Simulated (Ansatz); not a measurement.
# Tl12H: the cost of one run

Method: DFT PBE+D3(BJ), plane waves, PAW, scalar-relativistic, no spin polarisation, in Ansatz 0.2.0.

## Step 1: The system as given

The cell holds 13 atoms (HTl12): a = 6.920 Å, b = 10.380 Å, c = 5.533 Å, α = 90.00°, β = 90.00°, γ = 120.00°.

As a file:

```cif
data_structure
_symmetry_space_group_name_H-M 'P 1'
_symmetry_Int_Tables_number 1
_cell_length_a 6.9200
_cell_length_b 10.3800
_cell_length_c 5.5325
_cell_angle_alpha 90.000
_cell_angle_beta 90.000
_cell_angle_gamma 120.000
_cell_volume 344.16
loop_
_atom_site_label
_atom_site_type_symbol
_atom_site_fract_x
_atom_site_fract_y
_atom_site_fract_z
_atom_site_occupancy
Tl1 Tl 0.00000 0.00000 0.00000 1
Tl2 Tl 0.16667 0.22222 0.50000 1
Tl3 Tl 0.00000 0.33333 0.00000 1
Tl4 Tl 0.16667 0.55556 0.50000 1
Tl5 Tl 0.00000 0.66667 0.00000 1
Tl6 Tl 0.16667 0.88889 0.50000 1
Tl7 Tl 0.50000 0.00000 0.00000 1
Tl8 Tl 0.66667 0.22222 0.50000 1
Tl9 Tl 0.50000 0.33333 0.00000 1
Tl10 Tl 0.66667 0.55556 0.50000 1
Tl11 Tl 0.50000 0.66667 0.00000 1
Tl12 Tl 0.66667 0.88889 0.50000 1
H1 H 0.33906 0.44779 0.74694 1
```

## Step 2: Preparing the start

input.yaml

```yaml
accuracy: low
crystal:
  lattice:
    - [6.92, 0.0, 0.0]
    - [-5.19, 8.989344, 0.0]
    - [0.0, 0.0, 5.53254]
  atoms:
    - { symbol: Tl, position: [0.0, 0.0, 0.0] }
    - { symbol: Tl, position: [0.1666667, 0.2222222, 0.5] }
    - { symbol: Tl, position: [0.0, 0.3333333, 0.0] }
    - { symbol: Tl, position: [0.1666667, 0.5555556, 0.5] }
    - { symbol: Tl, position: [0.0, 0.6666667, 0.0] }
    - { symbol: Tl, position: [0.1666667, 0.8888889, 0.5] }
    - { symbol: Tl, position: [0.5, 0.0, 0.0] }
    - { symbol: Tl, position: [0.6666667, 0.2222222, 0.5] }
    - { symbol: Tl, position: [0.5, 0.3333333, 0.0] }
    - { symbol: Tl, position: [0.6666667, 0.5555556, 0.5] }
    - { symbol: Tl, position: [0.5, 0.6666667, 0.0] }
    - { symbol: Tl, position: [0.6666667, 0.8888889, 0.5] }
    - { symbol: H, position: [0.3390586, 0.4477873, 0.7469388] }
basis:
  ecutwfc: 420.0
kpoints:
  mp_grid: { grid: [2, 2, 3] }
hamiltonian:
  xc: pbe
  dispersion: d3bj
scf:
  occupations: { method: fermi_dirac, width: 0.15 }
  lower_state_search: "off"
relax:
  f_tol: 0.08
  max_steps: 25
  adjacent_minimum: "off"
```

Started as:

```sh
$ ansatz run input.yaml --threads 2 --pin off --max-ram 5120MiB --backend cpu --events-out ev --progress --plain --runs-dir out
```

**Question.** How long does this run take on 2 threads of Arm Neoverse V2, shared host, and how much memory does it need?

About 35 s, with a peak of 0.69 GiB.
